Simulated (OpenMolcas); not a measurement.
# In₂ in OpenMolcas, from active space to Ω levels

Aim: the low electronic states of In₂, first without spin–orbit coupling and then as Ω levels, at one distance and along the bond.

Method: SA-CASSCF(6,8), XMS-CASPT2, RASSI; ANO-RCC-VDZP; program: OpenMolcas 26.06.

All values are calculated.

## (1) Set-up

C2 symmetry about the axis (a holds Σ, Δ, Γ; b holds Π, Φ, H; Σ⁺ and Σ⁻ are not told apart); roots by multiplicity and irrep: 3b 4, 3a 5, 1a 5, 1b 4, 5a 1.

Active shells: In 5s 5p, In 5s 5p.

m.inp

```
&GATEWAY
Coord
2
angstrom
In 0.0 0.0 0.0
In 0.0 0.0 3.0620
Basis=ANO-RCC-VDZP
Group=XY
RX2C
AMFI
ANGMom
0.0 0.0 0.0
RICD
&SEWARD
&GUESSORB
&RASSCF
FileOrb=$CurrDir/o32.orb
Symmetry=2
Spin=3
nActEl=6 0 0
Inactive=26 20
RAS2=4 4
CIRoot=4 4 1
Linear
Iterations=120 100
OrbListing=Nothing
PRWF=0.15
>>COPY $Project.RasOrb $CurrDir/o32.orb
>>COPY $Project.rasscf.h5 $CurrDir/r32.h5
&CASPT2
XMultistate=all
Imaginary=0.2
IPEA=0.25
MaxIter=40
>>COPY $Project.JobMix JOB001
&RASSCF
FileOrb=$CurrDir/o31.orb
Symmetry=1
Spin=3
nActEl=6 0 0
Inactive=26 20
RAS2=4 4
CIRoot=5 5 1
Linear
Iterations=120 100
OrbListing=Nothing
PRWF=0.15
>>COPY $Project.RasOrb $CurrDir/o31.orb
>>COPY $Project.rasscf.h5 $CurrDir/r31.h5
&CASPT2
XMultistate=all
Imaginary=0.2
IPEA=0.25
MaxIter=40
>>COPY $Project.JobMix JOB002
&RASSCF
FileOrb=$CurrDir/o11.orb
Symmetry=1
Spin=1
nActEl=6 0 0
Inactive=26 20
RAS2=4 4
CIRoot=5 5 1
Linear
Iterations=120 100
OrbListing=Nothing
PRWF=0.15
>>COPY $Project.RasOrb $CurrDir/o11.orb
>>COPY $Project.rasscf.h5 $CurrDir/r11.h5
&CASPT2
XMultistate=all
Imaginary=0.2
IPEA=0.25
MaxIter=40
>>COPY $Project.JobMix JOB003
&RASSCF
FileOrb=$CurrDir/o12.orb
Symmetry=2
Spin=1
nActEl=6 0 0
Inactive=26 20
RAS2=4 4
CIRoot=4 4 1
Linear
Iterations=120 100
OrbListing=Nothing
PRWF=0.15
>>COPY $Project.RasOrb $CurrDir/o12.orb
>>COPY $Project.rasscf.h5 $CurrDir/r12.h5
&CASPT2
XMultistate=all
Imaginary=0.2
IPEA=0.25
MaxIter=40
>>COPY $Project.JobMix JOB004
&RASSCF
FileOrb=$CurrDir/o51.orb
Symmetry=1
Spin=5
nActEl=6 0 0
Inactive=26 20
RAS2=4 4
CIRoot=1 1 1
Linear
Iterations=120 100
OrbListing=Nothing
PRWF=0.15
>>COPY $Project.RasOrb $CurrDir/o51.orb
>>COPY $Project.rasscf.h5 $CurrDir/r51.h5
&CASPT2
XMultistate=all
Imaginary=0.2
IPEA=0.25
MaxIter=40
>>COPY $Project.JobMix JOB005
&RASSI
Nr of JobIphs=5 4 5 5 4 1
1 2 3 4
1 2 3 4 5
1 2 3 4 5
1 2 3 4
1
SpinOrbit
EJob
Omega
MEES
MESO
Properties=4
'AngMom' 3 'Mltpl  1' 1 'Mltpl  1' 2 'Mltpl  1' 3
Thrs=1.0d-4
>>COPY $Project.rassi.h5 $CurrDir/so.h5
```

Each module block was a call of its own in one work directory; start orbitals came from a preliminary run.

Command:

```console
pymolcas m.inp
```

## (2) The spin-free blocks

Output, in excerpt (excerpt; [...] marks lines left out):

```text
[...]
      Number of active orbitals                  8
[...]
      Spin quantum number                      1.0
[...]
      Active orbitals                            4   4
[...]
      printout of CI-coefficients larger than  0.15 for root  1
      energy=  -11756.456331
      conf/sym  1111 2222     Coeff  Weight
            34  022u 0u00  -0.93116 0.86706
            36  022u 000u  -0.19684 0.03875
      printout of CI-coefficients larger than  0.15 for root  2
      energy=  -11756.456331
      conf/sym  1111 2222     Coeff  Weight
            34  022u 0u00  -0.19684 0.03875
[...]
      Natural orbitals and occupation numbers for root  1
      sym 1:   0.036533   1.959676   1.910615   1.000817
      sym 2:   0.029068   0.975728   0.053302   0.034261
      Natural orbitals and occupation numbers for root  2
      sym 1:   0.036533   1.959676   1.910615   1.000817
      sym 2:   0.053302   0.034261   0.029068   0.975728
      Natural orbitals and occupation numbers for root  3
      sym 1:   0.047722   1.950648   1.847883   1.059841
[...]
::    RASSCF root number  1 Total energy: -11756.45633071
::    RASSCF root number  2 Total energy: -11756.45633071
[...]
      Number of CSFs                           768
[...]
      Natural orbitals and occupation numbers for root  2
      sym 1:   0.017301   1.960138   1.897551   0.073897
      sym 2:   0.112845   0.912712   0.912712   0.112845
      Natural orbitals and occupation numbers for root  3
      sym 1:   0.022084   1.960074   1.911715   0.906763
      sym 2:   0.076923   0.522759   0.522759   0.076923
      Natural orbitals and occupation numbers for root  4
      sym 1:   0.030516   1.940167   1.903483   1.110641
      sym 2:   0.089556   0.418040   0.418040   0.089556
      Natural orbitals and occupation numbers for root  5
      sym 1:   0.018028   1.953334   1.895135   0.079391
      sym 2:   0.506057   0.520999   0.520999   0.506057
      RASSCF energy for state  5                 -11756.40941092
::    RASSCF root number  1 Total energy: -11756.44120576
::    RASSCF root number  2 Total energy: -11756.44120576
::    RASSCF root number  3 Total energy: -11756.44084414
::    RASSCF root number  4 Total energy: -11756.42765348
::    RASSCF root number  5 Total energy: -11756.40941092
[...]
      Reference weight:           0.87318
[...]
      E2 (Variational):          -0.7247962286
      Total energy:          -11757.1656403645
      Reference weight:           0.87149
[...]
```

Spin-free states (degenerate pairs once).

| state | CASSCF root of the same rank (eV) | XMS-CASPT2 (eV) |
| --- | --- | --- |
| (1)3Π | 0.00 | 0.000 |
| (1)3Σ | 0.07 | 0.194 |
| (1)1Σ | 0.41 | 0.359 |
| (1)1Π | 0.51 | 0.457 |
| (1)1Δ | 0.41 | 0.524 |
| (2)1Σ | 0.78 | 0.884 |
| (3)1Σ | 1.28 | 1.320 |
| (1)3Δ | 1.33 | 1.465 |
| (2)3Σ | 1.40 | 1.542 |
| (2)3Π | 1.68 | 1.729 |
| (2)1Π | 2.12 | 1.989 |
| (3)3Σ | 2.29 | 2.494 |
| (1)5Σ | 2.05 | 2.892 |

XMS-CASPT2 splits the two components of a degenerate state by up to 22 cm⁻¹ here, an artefact of the lowered symmetry; the lower one is listed, and the split carries into the Ω levels (unreadable Ω is marked ?).

State-averaged natural occupations by block (full and empty orbitals left out): 3b: 0.04 1.95 1.88 1.03 0.25 0.29 0.25 0.29; 3a: 0.02 1.95 1.85 0.13 0.62 0.40 0.62 0.40; 1a: 0.02 1.96 1.90 0.45 0.18 0.66 0.66 0.18; 1b: 0.11 1.95 1.92 0.92 0.24 0.24 0.30 0.30; 5a: 0.03 1.88 1.07 0.98 0.07 0.95 0.07 0.95. Reference weights run from 0.870 to 0.881.

## (3) From Λ–S states to Ω levels

RASSI output, in excerpt (excerpt; [...] marks lines left out):

```text
[...]
   Eigenvalues of complex Hamiltonian:
  (Shifted by EMIN (a.u.) =     -11757.1800015072)
 SO State       Relative EMIN(au)   Rel lowest level(eV)    D:o, cm**(-1)      Omega
     1            -0.0037457695        0.0000000000              0.0000         0.0
     2            -0.0032150101        0.0144426996            116.4882         0.0
     3            -0.0010538499        0.0732508647            590.8081         1.0
     4            -0.0010538471        0.0732509404            590.8087         1.0
     5             0.0028299699        0.1789349847           1443.2080         2.0
     6             0.0028300133        0.1789361663           1443.2175         2.0
     7             0.0049547141        0.2367522194           1909.5354         0.0
     8             0.0070452481        0.2936385486           2368.3546         1.0
     9             0.0070452481        0.2936385485           2368.3546         1.0
    10             0.0133024339        0.4639052470           3741.6482         0.0
    11             0.0166685372        0.5555015859           4480.4224         1.0
    12             0.0166685444        0.5555017804           4480.4240         1.0
    13             0.0191742004        0.6236841528           5030.3519         2.0
    14             0.0192737394        0.6263927475           5052.1982         2.0
[...]
```

It took 40 s on 1 thread of Arm Neoverse V2, shared host; peak memory 0.33 GiB.

Levels:

| Ω | energy (cm⁻¹) | parentage | f from lowest |
| --- | --- | --- | --- |
| 0 | 0 | 99% (1)3Π | 0 |
| 0 | 116 | 100% (1)3Π | 0 |
| 1 | 591 | 96% (1)3Π | 0 |
| 2 | 1443 | 99% (1)3Π | 0 |
| 0 | 1910 | 83% (1)3Σ + 13% (1)1Σ | 0 |
| 1 | 2368 | 100% (1)3Σ | 0.00022 |
| 0 | 3742 | 84% (1)1Σ + 13% (1)3Σ | 0 |
| 1 | 4480 | 95% (1)1Π + 3% (1)3Π | 0 |
| 2 | 5030 | 100% (1)1Δ | 0 |
| 0 | 8160 | 96% (2)1Σ + 4% (1)3Σ | 0 |
| 0 | 10818 | 76% (3)1Σ + 22% (2)3Σ | 0 |
| 1 | 11456 | 98% (1)3Δ | 0 |
| 2 | 12704 | 99% (1)3Δ | 0 |
| 1 | 13331 | 99% (2)3Σ | 0 |
| 3 | 13986 | 100% (1)3Δ | 0 |
| 0 | 14025 | 100% (2)3Π | 0.059 |
| 0 | 14045 | 77% (2)3Σ + 23% (3)1Σ | 0 |
| 0 | 14267 | 98% (2)3Π | 0 |
| 1 | 14560 | 92% (2)3Π + 7% (2)1Π | 0 |
| 2 | 15537 | 100% (2)3Π | 0 |
| 1 | 17091 | 91% (2)1Π + 6% (2)3Π | 2e-05 |
| 0 | 20959 | 100% (3)3Σ | 0 |
| 1 | 20962 | 100% (3)3Σ | 0 |
| 2 | 24145 | 100% (1)5Σ | 0 |
| 1 | 24146 | 100% (1)5Σ | 0 |
| 0 | 24147 | 100% (1)5Σ | 0 |

## (4) Along the bond: spin-free states

The same input was run at the other distances; those logs are left out. Energies in eV from the lowest point of the curves kept. Curves are followed by energy order within each symmetry, so they can change character at crossings; Σ⁺ and Σ⁻ are counted together.

| R (Å) | (1)3Π | (1)3Σ | (1)1Σ | (1)1Π | (1)1Δ | (2)1Σ | (2)1Π |
| --- | --- | --- | --- | --- | --- | --- | --- |
| 2.633 | 0.389 | 0.144 | 0.805 | 0.890 | 0.595 | 1.481 | 3.368 |
| 2.786 | 0.133 | 0.086 | 0.606 | 0.621 | 0.496 | 1.094 | 2.730 |
| 2.924 | 0.030 | 0.119 | 0.469 | 0.504 | 0.490 | 0.938 | 2.308 |
| 3.062 | 0.000 | 0.194 | 0.359 | 0.457 | 0.524 | 0.884 | 1.989 |
| 4.287 | 0.587 | 0.862 | 0.521 | 0.803 | 0.917 | 0.989 | 1.008 |
| 7.043 | 1.010 | 0.958 | 0.943 | 0.991 | 1.019 | 1.021 | 1.004 |

## (5) Along the bond: spin–orbit levels

Energies in eV from the lowest point of the curves kept. Curves are followed by energy order within each symmetry, so they can change character at crossings; levels whose Ω could not be read are left out of the count.

| R (Å) | (1)Ω=0 | (2)Ω=0 | (1)Ω=1 | (3)Ω=0 | (1)Ω=2 | (2)Ω=1 | (4)Ω=0 | (3)Ω=1 | (2)Ω=2 |
| --- | --- | --- | --- | --- | --- | --- | --- | --- | --- |
| 2.633 | 0.206 | 0.384 | 0.245 | 0.395 | 0.577 | 0.463 | 0.938 | 0.995 | 0.696 |
| 2.786 | 0.131 | 0.143 | 0.188 | 0.147 | 0.318 | 0.208 | 0.725 | 0.723 | 0.598 |
| 2.924 | 0.029 | 0.042 | 0.104 | 0.174 | 0.211 | 0.219 | 0.575 | 0.604 | 0.591 |
| 3.062 | 0.000 | 0.014 | 0.073 | 0.237 | 0.179 | 0.294 | 0.464 | 0.556 | 0.624 |
| 4.287 | 0.523 | 0.528 | 0.577 | 0.606 | 0.743 | 0.863 | 0.841 | 0.923 | 0.974 |
| 7.043 | 0.767 | 0.771 | 0.767 | 1.000 | 1.045 | 1.010 | 1.007 | 1.016 | 1.052 |

All 13 distances took 9.4 min on 1 thread of Arm Neoverse V2, shared host; 7 of them failed the checks on weights, roots and symmetry and are left out.

## (6) What came out

```
                       quantity              value
         lowest spin-free state              (1)3Π
           next spin-free state    (1)3Σ, 0.194 eV
                   lowest level  Ω = 0, 99 % (1)3Π
                     next level    Ω = 0, 116 cm⁻¹
lowering by spin–orbit coupling           822 cm⁻¹
```

What this shows: At 3.062 Å the lowest computed level has Ω = 0 and is 99 % (1)3Π. The levels that stem mainly from (1)3Π spread over 1443 cm⁻¹. g and u states are not told apart. Only the spin multiplicities and numbers of roots in the input were computed, so the list of states is not complete and the lowest one found need not be the ground state; labels number the states computed.
